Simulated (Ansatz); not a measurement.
# CH3BN2: taking an electron away

The task here is to estimate one member of a computed series from the others.

Method: unrestricted cation, the program's frozen cores in correlated methods; program: Ansatz 0.2.0, Gaussian basis.

Plan: UKS PBE-D4/def2-TZVPP; UKS r2SCAN-D4/def2-TZVPP; UKS PBE0-D4/def2-TZVPP; UKS B3LYP-D4/def2-TZVPP; UKS wB97X-V/def2-TZVPP; UKS wB97M-V/def2-TZVPP; UKS B2PLYP/def2-TZVPP; UHF-CCSD(T)/def2-TZVPP; UHF-MP2/def2-QZVPP; extrapolation to the limit; then −ε(HOMO) from the neutral's earlier runs with LDA (SPW92), PBE-D4, revPBE-D4, BLYP-D4, r2SCAN-D4, B97M-V, PBE0-D4, B3LYP-D4, r2SCANh-D4, r2SCAN0-D4, HSE06-D4, BHLYP-D4, CAM-B3LYP-D4, LC-ωPBE, ωB97X-V, ωB97M-V.

## The geometry

All runs share one geometry, relaxed beforehand with PBE0-D4 in a triple-zeta def2 set.

SMILES `N=C1BN1`, 7 atoms, charge 0, spin multiplicity 1.

Atoms are counted from 1 here; the program's logs count them from 0.

Bond lengths: N1–C2 1.256 Å, N1–H5 1.020 Å, C2–B3 1.512 Å, C2–N4 1.406 Å, B3–N4 1.382 Å, B3–H6 1.182 Å, N4–H7 1.010 Å. Angles: C2–N1–H5 112.2°, N1–C2–B3 162.1°, N1–C2–N4 141.5°, B3–C2–N4 56.4°, C2–B3–N4 57.9°, C2–B3–H6 159.9°, N4–B3–H6 142.1°, C2–N4–B3 65.7°, C2–N4–H7 140.8°, B3–N4–H7 153.6°.

The first run:

File in.yaml:

```yaml
crystal:
  periodic: [false, false, false]
  atoms:
    - {symbol: N, position_ang: [-1.387861, 0.620894, -0.862429]}
    - {symbol: C, position_ang: [-0.493852, 0.217800, -0.078094]}
    - {symbol: B, position_ang: [0.265405, -0.123056, 1.183656]}
    - {symbol: N, position_ang: [0.786753, -0.362373, -0.073199]}
    - {symbol: H, position_ang: [-1.124937, 0.499373, -1.840542]}
    - {symbol: H, position_ang: [0.514687, -0.233134, 2.334328]}
    - {symbol: H, position_ang: [1.501005, -0.687506, -0.709419]}
basis:
  gaussian: {orbitals: def2-TZVPP}
total_charge: 1
magnetization: {spin_polarized: true, initial_magnetization: 1}
hamiltonian: {xc: pbe, dispersion: d4}
```

Launch:

```sh
ansatz run in.yaml --threads 2 --pin off --events-out ev --progress --plain --max-ram 4352MiB
```

Among the steps run: Cation, UKS PBE-D4/def2-TZVPP; Cation, UKS r2SCAN-D4/def2-TZVPP; Cation, UKS PBE0-D4/def2-TZVPP; Cation, UKS B3LYP-D4/def2-TZVPP; Cation, UKS wB97X-V/def2-TZVPP; Cation, UKS wB97M-V/def2-TZVPP; Cation, UKS B2PLYP (frozen core)/def2-TZVPP; Cation, UHF-CCSD(T)/def2-TZVPP; Cation, UHF-MP2/def2-QZVPP.

One table of the session follows, with a row left open; its other results are not shown here.

Orbital estimates, from the neutral's runs:

```
  functional  −ε(HOMO) (eV)
 LDA (SPW92)           5.83
      PBE-D4           5.74
   revPBE-D4           5.70
     BLYP-D4           5.63
   r2SCAN-D4              ?
      B97M-V           6.17
     PBE0-D4           7.15
    B3LYP-D4           6.92
  r2SCANh-D4           6.53
  r2SCAN0-D4           7.33
    HSE06-D4           6.75
    BHLYP-D4           8.49
CAM-B3LYP-D4           8.53
     LC-ωPBE           9.86
     ωB97X-V           9.54
     ωB97M-V           9.45
```

Q: Estimate the row for r2SCAN-D4 from the others.

Worked estimate for «−ε(HOMO) (eV)». Against the share of exact exchange, r2SCANh-D4 (0.1, 6.53), r2SCAN0-D4 (0.25, 7.33) give a slope of 5.33 per unit share; at 0 the line stands at 6.00.

The run gave: −ε(HOMO) (eV): 6.01. In «−ε(HOMO) (eV)» the line misses by -0.01.
